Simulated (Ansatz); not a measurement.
# The Na atom: r²SCAN0 and r²SCANh against r²SCAN

Aim: see what exact exchange does to the levels and moments, and what it costs. r²SCAN is run first for comparison.

Method: DFT, plane waves (500 eV) with PBE-made PAW files, scalar-relativistic; functionals as named at each step, in Ansatz 0.2.0.

### Step 1. The system in its box

Periodic box: 14.0 × 14.4 × 14.8 Å.

As a file:

```
CELL_PARAMETERS angstrom
14.00000 0.00000 0.00000
0.00000 14.40000 0.00000
0.00000 0.00000 14.80000
ATOMIC_POSITIONS crystal
Na 0.50000 0.50000 0.50000
```

### Step 2. r²SCAN

The run with r²SCAN.

input.yaml reads:

```yaml
crystal:
  lattice:
    - [14.0, 0.0, 0.0]
    - [0.0, 14.4, 0.0]
    - [0.0, 0.0, 14.8]
  atoms:
    - { symbol: Na, position: [0.5, 0.5, 0.5], spin: 0.999 }
  symmetry: { detect: false, time_reversal: true }
hamiltonian:
  xc: r2scan
  pseudopotentials:
    kind: paw
    azcp:
      Na: "pseudopotentials/Na.paw.azcp"
basis:
  ecutwfc: 500
  fft_grid_basis: typed
kpoints:
  mp_grid: { grid: [1, 1, 1], shift: [0, 0, 0] }
magnetization:
  spin_polarized: true
scf:
  occupations: { method: fermi_dirac, width: 0.01 }
```

Command:

```
> ansatz run input.yaml --threads 4 --pin off --max-ram 10240MiB --backend cpu --events-out ev --progress --plain --runs-dir out
```

### Step 3. r²SCAN0

The run with r²SCAN0.

Changes to input.yaml since step 2:

```diff
@@ -9,3 +9,3 @@
 hamiltonian:
-  xc: r2scan
+  xc: r2scan0
   pseudopotentials:
```

### Step 4. r²SCANh single point

The run with r²SCANh.

Changes to input.yaml since step 3:

```diff
@@ -9,3 +9,3 @@
 hamiltonian:
-  xc: r2scan0
+  xc: r2scanh
   pseudopotentials:
```

(Steps that only read results are left out.)

What does the calculation give? Wanted: r²SCAN: gap; r²SCAN: magnetic state; r²SCAN0: gap; r²SCAN0: magnetic state; r²SCANh: gap; r²SCANh: magnetic state; r²SCAN0: above the element's usual form.

The runs gave:

| quantity | value |
| --- | --- |
| r²SCAN: gap | 1.28 eV |
| r²SCAN: magnetic state | total moment 1.00 μB |
| r²SCAN0: gap | 1.93 eV |
| r²SCAN0: magnetic state | total moment 1.00 μB |
| r²SCAN0: SCF cycles, exchange loops | 21, 2 |
| r²SCAN0: CPU time over that of r²SCAN | 0.34 |
| r²SCANh: gap | 1.54 eV |
| r²SCANh: magnetic state | total moment 1.00 μB |
| r²SCANh: SCF cycles, exchange loops | 20, 2 |
| r²SCANh: CPU time over that of r²SCAN | 0.32 |
| r²SCAN0: above the element's usual form (bcc) | 1.02 eV/atom |

**Reading.** Exact exchange widens the gap from 1.28 eV (r²SCAN) to 1.93 eV (r²SCAN0). r²SCAN0 took less CPU time than r²SCAN here, which is no rule: the r²SCAN run spent more cycles, searches or output. r²SCANh gives a gap of 1.54 eV. r²SCAN0 needed 2 outer loops of the exchange operator. The atom lies 1.02 eV above the element's usual form under r²SCAN0 (from a run of its own). Absolute energies differ from functional to functional, by eV per atom at times, and say nothing by themselves.
